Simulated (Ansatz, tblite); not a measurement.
**Pt20 tetrahedron (Pt20): rung by rung**

One table from this session's results is given with a row withheld; the runs are named, their logs left out.

Program: Ansatz 0.2.0, Gaussian basis. Level of theory: as each input shows. These are calculated values, not measurements.

Plan: GFN1-xTB, GFN2-xTB, PBE-D4/def2-TZVP, r2SCAN-D4/def2-TZVP, BLYP-D4/def2-TZVP, PBE-D4/def2-SVP, PBE0-D4/def2-SVP, MP2/def2-SVP.

2 further runs of the same task are left out: 2 set aside as unsound or not needed.

## The geometry

The geometry is that of the singlet, from an earlier relaxation (PBE-D4/def2-SVP).

20 atoms, charge 0, spin multiplicity 1.

Bond lengths: Pt1–Pt2 2.627 Å, Pt1–Pt5 2.669 Å, Pt1–Pt11 2.630 Å, Pt2–Pt3 2.548 Å, Pt2–Pt5 2.796 Å, Pt2–Pt6 2.631 Å, Pt2–Pt11 2.801 Å, Pt2–Pt12 2.699 Å, Pt3–Pt4 2.629 Å, Pt3–Pt6 2.709 Å, Pt3–Pt7 2.802 Å, Pt3–Pt12 2.633 Å, Pt3–Pt13 2.775 Å, Pt4–Pt7 2.622 Å, Pt4–Pt13 2.675 Å, Pt5–Pt6 2.685 Å, Pt5–Pt8 2.532 Å, Pt5–Pt11 2.790 Å and more. Angles: Pt2–Pt1–Pt5 63.7°, Pt2–Pt1–Pt11 64.4°, Pt5–Pt1–Pt11 63.5°, Pt1–Pt2–Pt3 176.1°, Pt1–Pt2–Pt5 58.9°, Pt1–Pt2–Pt6 118.0°, Pt1–Pt2–Pt11 57.9°, Pt1–Pt2–Pt12 116.4°, Pt3–Pt2–Pt5 121.9°, Pt3–Pt2–Pt6 63.0°, Pt3–Pt2–Pt11 118.8°, Pt3–Pt2–Pt12 60.1°, Pt5–Pt2–Pt6 59.2°, Pt5–Pt2–Pt11 59.8°, Pt5–Pt2–Pt12 94.1°, Pt6–Pt2–Pt11 92.4°, Pt6–Pt2–Pt12 69.9°, Pt11–Pt2–Pt12 58.8° and more.

Pt takes a core potential in the def2 sets. No spin-orbit coupling is included.

PBE0-D4/def2-TZVP was run before; its log isn't repeated, and its numbers join the tables.

The first run:

Tight binding, by tblite at 300 K electronic temperature and without a spin-polarisation term:

```python
tblite.interface.Calculator('GFN1-xTB', numbers, positions, charge=0, uhf=0).singlepoint()
```

Tight binding, by tblite at 300 K electronic temperature and without a spin-polarisation term:

```python
tblite.interface.Calculator('GFN2-xTB', numbers, positions, charge=0, uhf=0).singlepoint()
```

start.molden holds the orbitals of an earlier run on this state, given as this run's starting guess.

The input, in.yaml:

```yaml
crystal:
  periodic: [false, false, false]
  atoms:
    - {symbol: Pt, position_ang: [-2.772402, -2.735084, -2.781160]}
    - {symbol: Pt, position_ang: [-0.869829, -0.924441, -2.848890]}
    - {symbol: Pt, position_ang: [0.863745, 0.943352, -2.845623]}
    - {symbol: Pt, position_ang: [2.794495, 2.726010, -2.770043]}
    - {symbol: Pt, position_ang: [-0.896421, -2.921675, -0.891685]}
    - {symbol: Pt, position_ang: [1.061772, -1.093561, -1.071226]}
    - {symbol: Pt, position_ang: [2.843377, 0.927072, -0.862624]}
    - {symbol: Pt, position_ang: [0.893731, -2.924335, 0.899181]}
    - {symbol: Pt, position_ang: [2.841563, -0.942091, 0.863918]}
    - {symbol: Pt, position_ang: [2.787846, -2.731779, 2.781358]}
    - {symbol: Pt, position_ang: [-2.851220, -0.931058, -0.868724]}
    - {symbol: Pt, position_ang: [-1.071709, 1.092962, -1.066765]}
    - {symbol: Pt, position_ang: [0.893960, 2.918800, -0.896790]}
    - {symbol: Pt, position_ang: [-1.075368, -1.095898, 1.065583]}
    - {symbol: Pt, position_ang: [1.063049, 1.085825, 1.070453]}
    - {symbol: Pt, position_ang: [0.860017, -0.949387, 2.846262]}
    - {symbol: Pt, position_ang: [-2.849671, 0.937029, 0.867257]}
    - {symbol: Pt, position_ang: [-0.896796, 2.918123, 0.893041]}
    - {symbol: Pt, position_ang: [-0.868942, 0.919875, 2.848619]}
    - {symbol: Pt, position_ang: [-2.767998, 2.729761, 2.791056]}
basis:
  gaussian: {orbitals: def2-TZVP, fitting: {mean_field: def2-universal-jkfit}, initial_orbitals: start.molden}
hamiltonian: {xc: pbe, dispersion: d4}
scf: {omitted_lower_state_checks: [starts]}
output: {forces: true, orbitals: {seedname: orbitals}}
```

Command:

```bash
$ ansatz run in.yaml --threads 5 --pin off --events-out ev --progress --plain --max-ram 66560MiB --backend cuda --devices 0, --max-vram 37GiB
```

Steps of the session up to this table: PBE-D4/def2-TZVP; r2SCAN-D4/def2-TZVP; BLYP-D4/def2-TZVP; PBE-D4/def2-SVP; PBE0-D4/def2-SVP; MP2/def2-SVP.

One table of the session follows, with a row left open; its other results are not shown here.

It belongs to the step «Binding energy». 

```
              level  binding an atom (eV)
        HF/def2-SVP                -0.069
    PBE-D4/def2-SVP                 3.962
   PBE-D4/def2-TZVP                 4.137
  BLYP-D4/def2-TZVP                 3.780
r2SCAN-D4/def2-TZVP                 3.951
   PBE0-D4/def2-SVP                 3.224
  PBE0-D4/def2-TZVP                     ?
       MP2/def2-SVP                 4.673
```

Q: Estimate the row for PBE0-D4/def2-TZVP from the others.

The run gave: binding an atom (eV): 3.400. In the column «binding an atom (eV)» it lies between PBE0-D4/def2-SVP (3.224) and BLYP-D4/def2-TZVP (3.780).

Caveats from the session: Free atoms were run apart at each level; binding is atoms less cluster, divided by the number of atoms, without zero-point or spin-orbit terms.
